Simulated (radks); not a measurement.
# The series with 20 electrons, Ca to Pd²⁶⁺

One table from this session's results is given with a row withheld; the runs are named, their logs left out.

Method: scalar-relativistic Kohn-Sham, PBE, spin-polarised, spherical densities, finite nucleus; open shells are filled with parallel spins first. Code: radks (a radial shooting solver on a logarithmic mesh, Libxc functionals) version 1.

### The system

```
electrons     : 20
ions          : Ca, Ti²⁺, Cr⁴⁺, Fe⁶⁺, Ni⁸⁺, Zn¹⁰⁺, Ge¹²⁺, Se¹⁴⁺, Kr¹⁶⁺, Sr¹⁸⁺, Zr²⁰⁺, Mo²²⁺, Ru²⁴⁺, Pd²⁶⁺
configuration : NIST ground configuration of each
```

Set-up of the first run:

Input:

```text
Z 20
configuration [Ar] 4s2
relativity scalar-relativistic
functional pbe,pbe
spin polarised
nucleus finite rms 3.4776 fm
c 137.035999084
```

Among the steps run: Ca, [Ar] 4s2; Ti²⁺, [Ar] 3d2; Cr⁴⁺, [Ar] 3d2; Fe⁶⁺, [Ar] 3d2; Ni⁸⁺, [Ar] 3d2; Zn¹⁰⁺, [Ar] 3d2; Ge¹²⁺, [Ar] 3d2; Se¹⁴⁺, [Ar] 3d2; Kr¹⁶⁺, [Ar] 3d2; Sr¹⁸⁺, [Ar] 3d2; Zr²⁰⁺, [Ar] 3d2; Mo²²⁺, [Ar] 3d2; Ru²⁴⁺, [Ar] 3d2; Pd²⁶⁺, [Ar] 3d2.

One table of the session follows, with a row left open; its other results are not shown here.

```
  ion  E (hartree)  ε(2p) (eV)  ε(3s) (eV)  ε(3p) (eV)  ε(4s, empty in some) (eV)
   Ca   -680.32405     -334.74     -47.092     -28.008                     -3.766
 Ti²⁺   -852.82664     -460.21     -79.317     -55.533                    -17.282
 Cr⁴⁺  -1046.81975     -623.82     -133.91     -104.58                    -41.147
 Fe⁶⁺  -1262.04389     -816.84     -202.44     -167.25                    -72.824
 Ni⁸⁺  -1498.56734     -1038.4     -284.12     -242.80                    -111.91
Zn¹⁰⁺  -1756.50048     -1288.2     -378.72     -330.98                    -158.26
Ge¹²⁺  -2035.97930     -1566.2     -486.21     -431.72                    -211.82
Se¹⁴⁺  -2337.15958     -1872.4     -606.60     -544.97                    -272.56
Kr¹⁶⁺  -2660.21377     -2206.9     -739.95     -670.74                    -340.50
Sr¹⁸⁺  -3005.33123     -2569.7     -886.35     -809.05                    -415.67
Zr²⁰⁺  -3372.71753     -2961.0     -1045.9     -959.95                    -498.10
Mo²²⁺  -3762.59301     -3380.9     -1218.8     -1123.5                    -587.84
Ru²⁴⁺            ?           ?           ?           ?                          ?
Pd²⁶⁺  -4610.79719     -4307.1     -1604.9     -1488.6                    -789.49
```

Estimate the missing values for Ru²⁴⁺.

As computed: E (hartree): -4175.20057; ε(2p) (eV): -3829.6; ε(3s) (eV): -1405.1; ε(3p) (eV): -1299.7; ε(4s, empty in some) (eV): -684.95. In the column «E (hartree)» it lies between Pd²⁶⁺ (-4610.79719) and Mo²²⁺ (-3762.59301).
